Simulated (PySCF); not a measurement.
# [Ho(H2O)2]3+: other functionals and bases at one geometry

How far do other levels of theory move the description of [Ho(H2O)2]3+, and what does each cost? The species was built from a template and needn't be a known compound.

Program: PySCF 2.14.0. Level of theory: several levels, as the steps say, no spin–orbit coupling. These are calculated values, not measurements.

1 further run of the same task is left out (for a known fault of the program).

**1. The starting structure**

7 atoms, charge 3, spin multiplicity 1.

Bond lengths: Ho1–O2 2.193 Å, Ho1–O5 2.198 Å, O2–H3 0.994 Å, O2–H4 0.995 Å, O5–H6 0.995 Å, O5–H7 0.995 Å. Angles: O2–Ho1–O5 107.8°, Ho1–O2–H3 128.8°, Ho1–O2–H4 128.4°, H3–O2–H4 102.8°, Ho1–O5–H6 128.8°, Ho1–O5–H7 128.5°, H6–O5–H7 102.7°.

Geometry (Å):

```
Ho   -0.87115   -0.72040   -0.02384
O     0.11679    0.04929    1.77621
H     0.88841    0.67225    1.84521
H    -0.09990   -0.13955    2.72909
O     0.17789    0.10305   -1.77086
H     0.95198   -0.27555   -2.26841
H    -0.03148    0.92718   -2.28740
```

Formal oxidation states: Ho +3. Each metal's 10 4f electrons lie in its core potential, so multiplicities, spins and levels count the valence alone. An earlier session relaxed this geometry at PBE0, Ho lcecp-1-SVP with ECP56, O def2-SVP, H def2-SVP (singlet, point group C1).

At PBE0 on the finer grid: E = -189.024912 Eh, HOMO -26.81 eV, LUMO -18.75 eV, Mulliken charge on Ho1 +2.21 e, largest force component 0.007 eV/Å. 

Levels to run: B3LYP; r2SCAN; PBE0, TZVP. Hardware: 2 threads of Arm Neoverse V1, shared host.

**2. B3LYP**

run.py (the lines that set the calculation)

```python
mol = gto.M(atom='''
Ho    -0.87115    -0.72040    -0.02384
O      0.11679     0.04929     1.77621
H      0.88841     0.67225     1.84521
H     -0.09990    -0.13955     2.72909
O      0.17789     0.10305    -1.77086
H      0.95198    -0.27555    -2.26841
H     -0.03148     0.92718    -2.28740''',
    basis={'Ho': 'lcecp-1-SVP', 'O': 'def2-SVP', 'H': 'def2-SVP'},
    ecp={'Ho': 'lcecp-1-SVP'},
    charge=3, spin=0)
mf = dft.RKS(mol, xc='B3LYP')
mf.grids.atom_grid = (75, 302)  # f atoms: unpruned, at least (60, 302)
mf = mf.density_fit()  # fitting sets: Ho AutoAux, O def2-universal-JKFIT, H def2-universal-JKFIT
mf.conv_tol = 1e-08; mf.max_cycle = 55
mf.kernel(dm0)  # dm0: the density of the relaxed state
```

The run is started by

```console
OMP_NUM_THREADS=2 python run.py
```

**3. r2SCAN**

Edit run.py (the lines that set the calculation) of step 2 so:

```diff
@@ -11,3 +11,3 @@
     charge=3, spin=0)
-mf = dft.RKS(mol, xc='B3LYP')
+mf = dft.RKS(mol, xc='R2SCAN')
 mf.grids.atom_grid = (75, 302)  # f atoms: unpruned, at least (60, 302)
```

**4. PBE0, TZVP**

Basis: Ho lcecp-1-TZVP with ECP56, O def2-TZVP, H def2-TZVP. 

run.py (the lines that set the calculation)

```python
mol = gto.M(atom='''
Ho    -0.87115    -0.72040    -0.02384
O      0.11679     0.04929     1.77621
H      0.88841     0.67225     1.84521
H     -0.09990    -0.13955     2.72909
O      0.17789     0.10305    -1.77086
H      0.95198    -0.27555    -2.26841
H     -0.03148     0.92718    -2.28740''',
    basis={'Ho': 'lcecp-1-TZVP', 'O': 'def2-TZVP', 'H': 'def2-TZVP'},
    ecp={'Ho': 'lcecp-1-TZVP'},
    charge=3, spin=0)
mf = dft.RKS(mol, xc='PBE0')
mf.grids.atom_grid = (75, 302)  # f atoms: unpruned, at least (60, 302)
mf = mf.density_fit()  # fitting sets: Ho AutoAux, O def2-universal-JKFIT, H def2-universal-JKFIT
mf.conv_tol = 1e-08; mf.max_cycle = 55
mf.kernel(dm0)  # dm0: free metal ions and neutral atoms
```

Q: Predict the outcome of this session. Wanted: for each run, HOMO; gap; charge on Ho1; dipole; largest force.

As calculated:

| level | state | HOMO (eV) | gap (eV) | charge on Ho1 (e) | dipole (D) | largest force (eV/Å) | basis functions | time |
| --- | --- | --- | --- | --- | --- | --- | --- | --- |
| PBE0 (relaxed here) | singlet | -26.81 | 8.06 | 2.21 | 3.38 | 0.01 | 81 | 6.9 s |
| B3LYP | singlet | -26.50 | 7.33 | 2.18 | 3.44 | 0.16 | 81 | 3.1 s |
| r2SCAN | singlet | -25.40 | 6.27 | 2.20 | 3.44 | 0.12 | 81 | 4.8 s |
| PBE0, TZVP | singlet | -26.78 | 8.11 | 2.38 | 3.42 | 0.28 | 133 | 8.1 s |

Times are on 2 threads of Arm Neoverse V1, shared host; the first row also made further properties. The dipole of a charged species depends on the origin, so these sizes hold for this origin alone.

In one basis the HOMO–LUMO gap runs from 6.27 eV (r2SCAN) to 8.06 eV (PBE0). The largest leftover force, 0.28 eV/Å with PBE0, TZVP, stands at a geometry relaxed at another level. The Mulliken charge on Ho spans +2.18 to +2.38 e over the levels. With 4f in the core, its levels are missing from HOMO and gap. Total energies of different levels can't be compared. Spin–orbit coupling is left out throughout.
